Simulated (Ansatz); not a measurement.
# ClFH6O2Si3: geometry optimisation

What shape does ClFH6O2Si3 take? The plan is to relax it.

Method: RKS PBE0-D4/def2-TZVP; program: Ansatz 0.2.0, Gaussian basis.

The runs, in order: relaxation at PBE0-D4/def2-TZVP.

1 further run of the same task is left out (set aside as unsound or not needed).

## 1. Where the work starts

13 atoms, charge 0, spin multiplicity 1.

Atoms are counted from 1 here; the program's logs count them from 0.

Bond lengths: F1–Si2 1.597 Å, Si2–Cl3 1.973 Å, Si2–O4 1.596 Å, Si2–O6 1.596 Å, O4–Si5 1.631 Å, Si5–H8 1.462 Å, Si5–H9 1.458 Å, Si5–H10 1.463 Å, O6–Si7 1.631 Å, Si7–H11 1.462 Å, Si7–H12 1.458 Å, Si7–H13 1.462 Å. Angles: F1–Si2–Cl3 110.6°, F1–Si2–O4 105.7°, F1–Si2–O6 105.9°, Cl3–Si2–O4 110.9°, Cl3–Si2–O6 110.5°, O4–Si2–O6 113.0°, Si2–O4–Si5 151.8°, O4–Si5–H8 106.7°, O4–Si5–H9 102.3°, O4–Si5–H10 108.0°, H8–Si5–H9 113.8°, H8–Si5–H10 111.4°, H9–Si5–H10 113.8°, Si2–O6–Si7 151.7°, O6–Si7–H11 107.4°, O6–Si7–H12 102.1°, O6–Si7–H13 107.6°, H11–Si7–H12 113.8° and more.

Geometry (Å):

```mol
ClFH6O2Si3
  3D, bonds by distance, orders not assigned

 13 12  0  0  0  0  0  0  0  0999 V2000
   -2.6091   -1.0297    0.0057 F   0  0
   -1.0215   -1.1625   -0.1069 Si  0  0
   -0.5023   -3.0418   -0.4071 Cl  0  0
   -0.5978   -0.2508   -1.3465 O   0  0
    0.3502    0.8789   -2.0422 Si  0  0
   -0.4383   -0.6369    1.2831 O   0  0
    0.5881    0.2851    2.1530 Si  0  0
    1.6318    0.2353   -2.3283 H   0  0
   -0.4111    1.2311   -3.2349 H   0  0
    0.5076    1.9823   -1.0948 H   0  0
    0.1942    1.6795    1.9615 H   0  0
    0.3693   -0.2084    3.5073 H   0  0
    1.9389    0.0379    1.6501 H   0  0
  1  2  8  0
  2  3  8  0
  2  4  8  0
  4  5  8  0
  2  6  8  0
  6  7  8  0
  5  8  8  0
  5  9  8  0
  5 10  8  0
  7 11  8  0
  7 12  8  0
  7 13  8  0
M  END
```

The start is a GFN2-xTB geometry.

## 2. Optimising with PBE0-D4/def2-TZVP

The input, in.yaml:

```yaml
crystal:
  periodic: [false, false, false]
  atoms:
    - {symbol: F, position_ang: [-2.609140, -1.029680, 0.005740]}
    - {symbol: Si, position_ang: [-1.021490, -1.162550, -0.106880]}
    - {symbol: Cl, position_ang: [-0.502330, -3.041780, -0.407050]}
    - {symbol: O, position_ang: [-0.597820, -0.250830, -1.346530]}
    - {symbol: Si, position_ang: [0.350150, 0.878910, -2.042230]}
    - {symbol: O, position_ang: [-0.438290, -0.636860, 1.283060]}
    - {symbol: Si, position_ang: [0.588100, 0.285100, 2.152960]}
    - {symbol: H, position_ang: [1.631800, 0.235290, -2.328280]}
    - {symbol: H, position_ang: [-0.411050, 1.231080, -3.234880]}
    - {symbol: H, position_ang: [0.507640, 1.982290, -1.094840]}
    - {symbol: H, position_ang: [0.194170, 1.679480, 1.961460]}
    - {symbol: H, position_ang: [0.369310, -0.208390, 3.507320]}
    - {symbol: H, position_ang: [1.938940, 0.037940, 1.650140]}
basis:
  gaussian: {orbitals: def2-TZVP}
hamiltonian: {xc: pbe0, dispersion: d4}
relax: {f_tol: 0.005, max_steps: 150}
```

On the command line:

```
ansatz run in.yaml --threads 2 --pin off --events-out ev --progress --plain --max-ram 32768MiB --backend cuda --devices 0, --max-vram 18GiB
```

Before running them: what should the planned runs give, taken together? Wanted: point group; shift from the start; total energy; dispersion term; dipole moment.

The runs gave:

| quantity | value |
| --- | --- |
| point group | C1 |
| steps | 85 |
| shift from the start (rms) | 0.995 Å |
| total energy | -43055.9736 eV |
| dispersion term | -348 meV |
| dipole moment | 1.56 D |

What this shows: The atoms moved 0.99 Å (rms) from the start; the bond that changed most is Si2–Cl3, from 1.973 to 2.032 Å. No vibrations were run, so it is not proven to be a minimum. The largest Mulliken charge, +0.72 e, sits on Si2.
